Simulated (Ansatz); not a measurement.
The system is HPbNO4.

```
H Pb N O
1.0
     4.12040   -0.00081   -0.01120
     0.00404    6.42722    0.05360
     0.02791    3.20707    7.74994
H Pb N O
2 2 2 8
Direct
  0.90366 0.21821 0.48851
  0.40337 0.78177 0.51142
  0.39455 0.30863 0.70725
  0.89489 0.69135 0.29266
  0.63409 0.19990 0.20730
  0.13386 0.80012 0.79275
  0.90829 0.32866 0.54369
  0.53792 0.39076 0.19497
  0.53483 0.11279 0.10602
  0.83718 0.08887 0.32672
  0.40817 0.67132 0.45624
  0.03774 0.60924 0.80520
  0.03429 0.88737 0.89397
  0.33716 0.91101 0.67330
```

The cell was built by a generator and needn't be a form met in nature.

Program: Ansatz 0.2.0. Alike in all runs: potentials or basis Ansatz PAW; no spin polarisation; cell as given; smearing fermi-dirac 0.05 eV.

Problem. Order these runs on this cell by their band gap on the k mesh, lowest first.
A. level r2SCAN; k mesh 7 × 5 × 4; cutoff (eV) 500; points for each segment of the path 10; mesh quality not flagged
B. level LDA; k mesh 7 × 5 × 4; cutoff (eV) 420; points for each segment of the path 10; mesh quality not flagged
C. level HSE06; k mesh 3 × 2 × 2; cutoff (eV) 420; mesh quality coarse

Solution. B (3.21 eV), A (3.68 eV), C (4.76 eV).

Caveats: some runs use coarse meshes; spin-orbit coupling is left out, which as a rule narrows the gap of such compounds by several tenths of an eV; forces of over 1 eV/Å show positions far from the minimum, so gaps and moduli don't describe the material at rest (some runs); odd divisions of the mesh miss points on the zone boundary, where band edges often lie, so the gap on the mesh can be too wide (some runs).

A k mesh can miss the band edges.

Not every run made on this cell is shown here.
